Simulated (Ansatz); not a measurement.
# F2MoOS: up Jacob's ladder to CCSD(T)

An exercise on one series of results from a longer session: the logs are not shown, and one member is left open.

Method: functionals in def2-TZVPP, the program's frozen cores in correlated methods; program: Ansatz 0.2.0, Gaussian basis.

Levels to be run: LDA (SPW92), PBE-D4, revPBE-D4, BLYP-D4, r2SCAN-D4, B97M-V, PBE0-D4, B3LYP-D4, r2SCANh-D4, r2SCAN0-D4, HSE06-D4, BHLYP-D4, CAM-B3LYP-D4, LC-ωPBE, ωB97X-V, ωB97M-V, B2PLYP, PBE-QIDH; CCSD(T)/def2-SVP; CCSD(T)/def2-TZVPP; MP2/def2-QZVPP; extrapolation to the limit; RPA on PBE.

**The relaxed structure**

An earlier PBE0-D4 in a triple-zeta def2 set relaxation fixed the geometry. Mo takes the def2 core potential; no spin-orbit term is included.

SMILES `[O]=[Mo]([F])([F])=[S]`, 5 atoms, charge 0, spin multiplicity 1.

Atoms are counted from 1 here; the program's logs count them from 0.

Bond lengths: O1–Mo2 1.659 Å, Mo2–F3 1.833 Å, Mo2–F4 1.833 Å, Mo2–S5 2.095 Å. Angles: O1–Mo2–F3 109.6°, O1–Mo2–F4 109.6°, O1–Mo2–S5 107.2°, F3–Mo2–F4 112.2°, F3–Mo2–S5 109.1°, F4–Mo2–S5 109.1°.

As a file:

```xyz
5
F2MoOS
O     0.5607   -0.9184    1.3140
Mo   -0.0512   -0.0517    0.0386
F    -1.4120    1.0262    0.6261
F    -0.5978   -1.2023   -1.2790
S     1.5003    1.1463   -0.6997
```

The first run:

The input, in.yaml:

```yaml
crystal:
  periodic: [false, false, false]
  atoms:
    - {symbol: O, position_ang: [0.560746, -0.918429, 1.314010]}
    - {symbol: Mo, position_ang: [-0.051208, -0.051708, 0.038602]}
    - {symbol: F, position_ang: [-1.412022, 1.026221, 0.626082]}
    - {symbol: F, position_ang: [-0.597829, -1.202344, -1.279019]}
    - {symbol: S, position_ang: [1.500322, 1.146261, -0.699676]}
basis:
  gaussian: {orbitals: def2-TZVPP}
hamiltonian: {xc: lda}
output: {orbitals: {seedname: orbitals}}
```

Run with:

```bash
$ ansatz run in.yaml --threads 4 --pin off --events-out ev --progress --plain --max-ram 10444MiB
```

Among the steps run: LDA; PBE-D4 (GGA); revPBE-D4 (GGA); BLYP-D4 (GGA); r2SCAN-D4 (meta-GGA); B97M-V (meta-GGA); PBE0-D4 (hybrid); B3LYP-D4 (hybrid); r2SCANh-D4 (hybrid); r2SCAN0-D4 (hybrid); HSE06-D4 (hybrid); BHLYP-D4 (hybrid); CAM-B3LYP-D4 (range-separated); LC-ωPBE (range-separated); ωB97X-V (range-separated); ωB97M-V (range-separated); B2PLYP (double hybrid); PBE-QIDH (double hybrid).

One table of the session follows, with a row left open; its other results are not shown here.

It belongs to the step «Orbital energies across the functionals». 

| functional | HOMO (eV) | LUMO (eV) | gap (eV) |
| --- | --- | --- | --- |
| LDA (SPW92) | -7.39 | -4.47 | 2.92 |
| PBE-D4 | -7.19 | -4.23 | 2.96 |
| revPBE-D4 | -7.11 | -4.13 | 2.98 |
| BLYP-D4 | ? | ? | ? |
| r2SCAN-D4 | -7.51 | -4.26 | 3.25 |
| B97M-V | -7.55 | -4.24 | 3.31 |
| PBE0-D4 | -8.48 | -3.57 | 4.91 |
| B3LYP-D4 | -8.24 | -3.78 | 4.46 |
| r2SCANh-D4 | -7.99 | -4.00 | 3.99 |
| r2SCAN0-D4 | -8.70 | -3.59 | 5.11 |
| HSE06-D4 | -8.08 | -3.94 | 4.14 |
| BHLYP-D4 | -9.63 | -2.75 | 6.88 |
| CAM-B3LYP-D4 | -9.76 | -2.52 | 7.25 |
| LC-ωPBE | -11.04 | -1.38 | 9.66 |
| ωB97X-V | -10.71 | -1.43 | 9.28 |
| ωB97M-V | -10.57 | -1.42 | 9.15 |

Estimate the missing values for BLYP-D4.

Worked estimate for «HOMO (eV)». Against the share of exact exchange, B3LYP-D4 (0.2, -8.24), BHLYP-D4 (0.5, -9.63) give a slope of -4.63 per unit share; at 0 the line stands at -7.31.

As computed: HOMO (eV): -7.04; LUMO (eV): -4.13; gap (eV): 2.91. In «HOMO (eV)» the line misses by -0.27.
